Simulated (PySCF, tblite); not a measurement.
# C6H7FN2: a rotation path, then NMR shifts on frames, part 2 of 2

tblite 0.8.0 and PySCF 2.14.0. Atoms count from 0. The steps go on from the part before.

## 5. Shielding tensors: image 4, PBE0/pcSseg-1

Job settings and geometry (Å):

```
{"job": {"kind": "nmr", "xc": "PBE0", "basis": "pcSseg-1", "pop": false}, "charge": 0, "multiplicity": 1}
N     -2.651200     2.541700    -1.219400
C     -2.449800     1.493900    -0.811200
C     -2.163800     0.188700    -0.272600
C     -0.977400     0.264500     0.714400
C      0.095600    -0.647800     0.349700
N      0.522100    -1.511500    -0.456900
C      1.443800    -1.114200     0.656300
C      2.630600    -0.247800     0.324900
F      2.644300     0.871000     1.137000
H     -1.920000    -0.480100    -1.103400
H     -3.064100    -0.190600     0.216200
H     -1.297200     0.048400     1.738300
H     -0.555600     1.276400     0.733700
H      1.582200    -1.830400     1.458300
H      2.576200     0.114900    -0.706600
H      3.576600    -0.768200     0.497400
```

Level: GIAO PBE0/pcSseg-1 NMR shielding, non-relativistic, gas phase.

What it wrote:

```text
coarse grid: 14072 points
cycle   1  E = -441.4137006413  dE =  1.388e+00  |g| = 6.262e-01  |ddm| = 3.689e+00
cycle   2  E = -441.2173559939  dE =  1.963e-01  |g| = 1.176e+00  |ddm| = 1.397e+00
cycle   3  E = -441.4912314923  dE = -2.739e-01  |g| = 1.782e-01  |ddm| = 9.227e-01
cycle   4  E = -441.4964951778  dE = -5.264e-03  |g| = 7.383e-02  |ddm| = 1.513e-01
cycle   5  E = -441.4974709635  dE = -9.758e-04  |g| = 1.611e-02  |ddm| = 5.654e-02
cycle   6  E = -441.4975143766  dE = -4.341e-05  |g| = 7.916e-03  |ddm| = 1.626e-02
cycle   7  E = -441.4975264580  dE = -1.208e-05  |g| = 2.473e-03  |ddm| = 7.022e-03
cycle   8  E = -441.4975276982  dE = -1.240e-06  |g| = 3.640e-04  |ddm| = 1.978e-03
final grid: 138440 points
cycle   9  E = -441.5562365792  dE = -4.290e-05  |g| = 7.807e-03  |ddm| = 3.225e-02
cycle  10  E = -441.5562333309  dE =  3.248e-06  |g| = 9.240e-03  |ddm| = 1.370e-02
cycle  11  E = -441.5562505138  dE = -1.718e-05  |g| = 1.718e-03  |ddm| = 7.165e-03
cycle  12  E = -441.5562510391  dE = -5.253e-07  |g| = 4.907e-04  |ddm| = 1.523e-03
cycle  13  E = -441.5562510852  dE = -4.606e-08  |g| = 1.681e-04  |ddm| = 4.306e-04
cycle  14  E = -441.5562510899  dE = -4.759e-09  |g| = 4.044e-05  |ddm| = 1.262e-04
cycle  15  E = -441.5562510902  dE = -2.588e-10  |g| = 2.091e-05  |ddm| = 3.836e-05
converged SCF energy = -441.5562510902

GIAO shielding tensors (ppm)
atom      isotropic    diamagn.    paramagn.     s11        s22        s33       span
  0 N      -33.861     338.848    -372.708   -204.642   -191.440    294.500    499.142
  1 C       62.802     259.751    -196.949    -59.823    -46.103    294.333    354.156
  2 C      176.055     248.760     -72.705    165.368    175.024    187.772     22.404
  3 C      156.499     247.701     -91.202    135.357    155.069    179.071     43.714
  4 C        2.546     258.340    -255.794   -166.135     29.269    144.502    310.637
  5 N      -53.410     329.918    -383.329   -356.022    -78.896    274.687    630.709
  6 C      151.815     258.289    -106.474     95.298    135.825    224.323    129.025
  7 C       92.236     239.984    -147.748     55.557     82.278    138.873     83.316
  8 F      422.635     474.865     -52.230    388.575    403.768    475.562     86.987
  9 H       28.523      29.350      -0.827     23.153     28.397     34.019     10.866
 10 H       29.131      26.255       2.876     24.288     27.521     35.585     11.297
 11 H       28.034      29.683      -1.649     23.049     27.168     33.885     10.836
 12 H       28.011      31.602      -3.591     22.863     28.470     32.701      9.838
 13 H       29.559      31.853      -2.294     23.784     27.587     37.307     13.523
 14 H       27.831      28.884      -1.053     23.777     28.656     31.062      7.285
 15 H       26.225      26.977      -0.752     21.842     26.932     29.900      8.058
```

Wall time 44 s (1 thread of Arm Neoverse N1, shared host); peak memory 0.86 GiB.

Key values: δ C4 184.4, C1 124.1, C7 94.7, C6 35.1, H15 5.49, H14 3.89 ppm.

## 6. NMR shieldings: image 6, PBE0/pcSseg-1

Job settings and geometry (Å):

```
{"job": {"kind": "nmr", "xc": "PBE0", "basis": "pcSseg-1", "pop": false}, "charge": 0, "multiplicity": 1}
N     -2.101700     2.314600    -1.628600
C     -2.163000     1.366900    -0.993900
C     -2.225700     0.199000    -0.151100
C     -1.027300     0.176200     0.819200
C      0.074300    -0.626100     0.308100
N      0.512300    -1.367600    -0.606200
C      1.440200    -1.085700     0.536300
C      2.590900    -0.141400     0.312500
F      2.582500     0.851200     1.275400
H     -2.219200    -0.691600    -0.785700
H     -3.168700     0.228400     0.400600
H     -1.322400    -0.224100     1.794300
H     -0.655100     1.191800     0.997800
H      1.616300    -1.896100     1.234800
H      2.502800     0.360400    -0.656100
H      3.556200    -0.646900     0.398800
```

With the program's defaults for keys left out, this is: GIAO PBE0/pcSseg-1 NMR shielding, non-relativistic, gas phase.

What it wrote:

```text
coarse grid: 14072 points
cycle   1  E = -441.4147389008  dE =  1.390e+00  |g| = 6.265e-01  |ddm| = 3.689e+00
cycle   2  E = -441.2174969212  dE =  1.972e-01  |g| = 1.178e+00  |ddm| = 1.391e+00
cycle   3  E = -441.4926488950  dE = -2.752e-01  |g| = 1.799e-01  |ddm| = 9.166e-01
cycle   4  E = -441.4980387765  dE = -5.390e-03  |g| = 7.341e-02  |ddm| = 1.511e-01
cycle   5  E = -441.4989998072  dE = -9.610e-04  |g| = 1.646e-02  |ddm| = 5.618e-02
cycle   6  E = -441.4990461506  dE = -4.634e-05  |g| = 7.759e-03  |ddm| = 1.631e-02
cycle   7  E = -441.4990575549  dE = -1.140e-05  |g| = 2.586e-03  |ddm| = 7.004e-03
cycle   8  E = -441.4990589205  dE = -1.366e-06  |g| = 3.464e-04  |ddm| = 2.087e-03
final grid: 138440 points
cycle   9  E = -441.5572918461  dE = -4.135e-05  |g| = 7.997e-03  |ddm| = 3.157e-02
cycle  10  E = -441.5572875507  dE =  4.295e-06  |g| = 9.702e-03  |ddm| = 1.423e-02
cycle  11  E = -441.5573062697  dE = -1.872e-05  |g| = 1.814e-03  |ddm| = 7.568e-03
cycle  12  E = -441.5573068765  dE = -6.068e-07  |g| = 4.951e-04  |ddm| = 1.585e-03
cycle  13  E = -441.5573069233  dE = -4.682e-08  |g| = 1.642e-04  |ddm| = 4.274e-04
cycle  14  E = -441.5573069277  dE = -4.422e-09  |g| = 3.971e-05  |ddm| = 1.229e-04
cycle  15  E = -441.5573069279  dE = -2.332e-10  |g| = 2.300e-05  |ddm| = 3.830e-05
converged SCF energy = -441.5573069279

GIAO shielding tensors (ppm)
atom      isotropic    diamagn.    paramagn.     s11        s22        s33       span
  0 N      -33.913     339.335    -373.248   -205.217   -193.385    296.862    502.079
  1 C       62.952     259.914    -196.962    -58.237    -46.395    293.487    351.724
  2 C      175.008     250.312     -75.304    165.973    174.902    184.148     18.174
  3 C      155.948     247.876     -91.928    137.140    155.766    174.939     37.799
  4 C        2.774     258.596    -255.822   -166.346     28.995    145.675    312.021
  5 N      -54.930     329.848    -384.778   -358.996    -80.764    274.970    633.967
  6 C      152.648     258.274    -105.626     95.071    135.869    227.004    131.933
  7 C       92.446     240.389    -147.944     55.697     82.379    139.260     83.563
  8 F      422.932     474.685     -51.753    388.887    404.353    475.557     86.670
  9 H       28.651      29.132      -0.481     24.415     27.504     34.034      9.619
 10 H       29.138      26.380       2.758     23.957     27.602     35.853     11.896
 11 H       28.265      29.901      -1.635     23.199     27.060     34.535     11.336
 12 H       27.973      31.135      -3.162     23.479     27.671     32.770      9.292
 13 H       29.609      32.047      -2.438     23.807     27.608     37.411     13.604
 14 H       27.779      29.162      -1.383     23.817     28.561     30.958      7.141
 15 H       26.241      27.238      -0.997     21.834     26.950     29.938      8.104
```

Run time: 45 s. Hardware: 1 thread of Arm Neoverse N1, shared host; peak memory 0.86 GiB.

Key values: δ C4 184.2, C1 124.0, C7 94.5, C6 34.3, H15 5.48, H14 3.94 ppm.

## 7. NMR shieldings: image 8, PBE0/pcSseg-1

Job settings and geometry (Å):

```
{"job": {"kind": "nmr", "xc": "PBE0", "basis": "pcSseg-1", "pop": false}, "charge": 0, "multiplicity": 1}
N     -1.372400     1.958000    -1.855600
C     -1.759700     1.205500    -1.088700
C     -2.223000     0.271100    -0.091600
C     -1.122400     0.026800     0.954200
C      0.013600    -0.678400     0.372200
N      0.449700    -1.367700    -0.582900
C      1.423800    -1.026100     0.503400
C      2.481200     0.006700     0.214600
F      2.613100     0.859400     1.293900
H     -2.482900    -0.667300    -0.588400
H     -3.116400     0.683400     0.384800
H     -1.516000    -0.581800     1.775600
H     -0.773700     0.972300     1.381900
H      1.714300    -1.829200     1.172500
H      2.200100     0.624100    -0.644800
H      3.463100    -0.447800     0.055000
```

Level: GIAO PBE0/pcSseg-1 NMR shielding, non-relativistic, gas phase.

What it wrote:

```text
coarse grid: 14072 points
cycle   1  E = -441.4153832047  dE =  1.390e+00  |g| = 6.259e-01  |ddm| = 3.689e+00
cycle   2  E = -441.2164833382  dE =  1.989e-01  |g| = 1.180e+00  |ddm| = 1.379e+00
cycle   3  E = -441.4932895177  dE = -2.768e-01  |g| = 1.833e-01  |ddm| = 9.152e-01
cycle   4  E = -441.4989233573  dE = -5.634e-03  |g| = 7.283e-02  |ddm| = 1.519e-01
cycle   5  E = -441.4998674035  dE = -9.440e-04  |g| = 1.624e-02  |ddm| = 5.593e-02
cycle   6  E = -441.4999136706  dE = -4.627e-05  |g| = 7.307e-03  |ddm| = 1.609e-02
cycle   7  E = -441.4999234350  dE = -9.764e-06  |g| = 2.761e-03  |ddm| = 6.773e-03
final grid: 138440 points
cycle   8  E = -441.5584146672  dE = -3.876e-05  |g| = 7.634e-03  |ddm| = 2.845e-02
cycle   9  E = -441.5584022332  dE =  1.243e-05  |g| = 1.099e-02  |ddm| = 1.398e-02
cycle  10  E = -441.5584270917  dE = -2.486e-05  |g| = 2.610e-03  |ddm| = 8.399e-03
cycle  11  E = -441.5584285363  dE = -1.445e-06  |g| = 4.055e-04  |ddm| = 2.014e-03
cycle  12  E = -441.5584285606  dE = -2.432e-08  |g| = 1.784e-04  |ddm| = 4.037e-04
cycle  13  E = -441.5584285649  dE = -4.260e-09  |g| = 7.530e-05  |ddm| = 1.343e-04
cycle  14  E = -441.5584285659  dE = -1.085e-09  |g| = 2.535e-05  |ddm| = 6.113e-05
cycle  15  E = -441.5584285661  dE = -1.240e-10  |g| = 3.963e-06  |ddm| = 2.070e-05
converged SCF energy = -441.5584285661

GIAO shielding tensors (ppm)
atom      isotropic    diamagn.    paramagn.     s11        s22        s33       span
  0 N      -34.965     340.288    -375.253   -206.012   -199.954    301.070    507.082
  1 C       64.028     261.488    -197.460    -54.458    -46.006    292.547    347.005
  2 C      173.180     250.654     -77.473    163.662    175.083    180.796     17.133
  3 C      156.312     248.335     -92.023    142.495    155.406    171.036     28.542
  4 C        1.210     259.734    -258.524   -171.316     26.684    148.263    319.579
  5 N      -60.565     329.754    -390.319   -374.397    -86.283    278.986    653.383
  6 C      154.861     257.853    -102.991     94.693    138.008    231.883    137.189
  7 C       93.004     241.655    -148.651     56.295     81.362    141.355     85.060
  8 F      425.841     473.408     -47.567    397.145    407.251    473.126     75.981
  9 H       28.689      28.829      -0.139     25.135     26.499     34.434      9.300
 10 H       29.177      26.387       2.790     24.063     27.391     36.077     12.014
 11 H       28.517      29.426      -0.909     24.165     26.281     35.106     10.941
 12 H       27.961      30.970      -3.009     23.689     26.881     33.314      9.625
 13 H       29.658      32.003      -2.345     24.002     27.410     37.564     13.562
 14 H       27.755      29.958      -2.204     24.467     28.425     30.371      5.904
 15 H       26.220      27.730      -1.511     21.822     26.943     29.893      8.071
```

Run time: 44 s. Hardware: 1 thread of Arm Neoverse N1, shared host; peak memory 0.86 GiB.

This run: δ C4 185.7, C1 122.9, C7 93.9, C6 32.1, H15 5.50, H14 3.96 ppm.

## 8. Run by run: NMR shifts

Shifts (ppm) of some atoms, chosen among heavy atoms and hydrogens apart, with basis size and wall time:

```tsv
frame	C4	C6	C2	H11	H9	N5	F8	functions	time
image 0	183.3	32.2	13.1	3.44	2.78	322.7	-252.3	188	44 s
image 2	183.9	33.3	12.2	3.66	3.02	322.0	-252.0	188	44 s
image 4	184.4	35.1	10.9	3.68	3.19	321.1	-251.7	188	44 s
image 6	184.2	34.3	11.9	3.45	3.07	322.7	-252.0	188	45 s
image 8	185.7	32.1	13.7	3.20	3.03	328.3	-254.9	188	44 s
```

## 9. Outcome

The summary covers parts 1 to 2.

| quantity | value |
| --- | --- |
| barrier | 0.070 eV (1.6 kcal/mol) at image 4 |
| end to end (GFN2-xTB) | 0.013 eV |
| 13C shifts against TMS (PBE0/pcSseg-1, image 0) | 183.3, 122.9, 94.9, 32.2, 31.1, 13.1 ppm |
| 1H shifts against TMS (PBE0/pcSseg-1, image 0) | 5.47, 3.80, 3.70, 3.44, 2.82, 2.78, 2.04 ppm |
| 15N shifts against NH3 (PBE0/pcSseg-1, image 0) | 322.7, 301.9 ppm |
| 19F shifts against CFCl3 (PBE0/pcSseg-1, image 0) | -252.3 ppm |
| range of the shift of N5 | 321.1 to 328.3 ppm |

**Reading.** Along the band the dihedral turns by 115°, and the top (dihedral 236°) lies 1.6 kcal/mol above the start (GFN2-xTB, rough), so at room temperature this motion is fast. Ends this close can change order at a higher level. The top was not checked by a frequency run. Shifts at one fixed geometry are not the observed spectrum, which averages over the motion. In the first frame run (image 0): The widest tensor belongs to N5: span 635 ppm, with a paramagnetic part of -385 ppm. In ppm, N5 moves most: its shift spreads over 7.2 ppm, from 321.1 (image 4) to 328.3 (image 8).
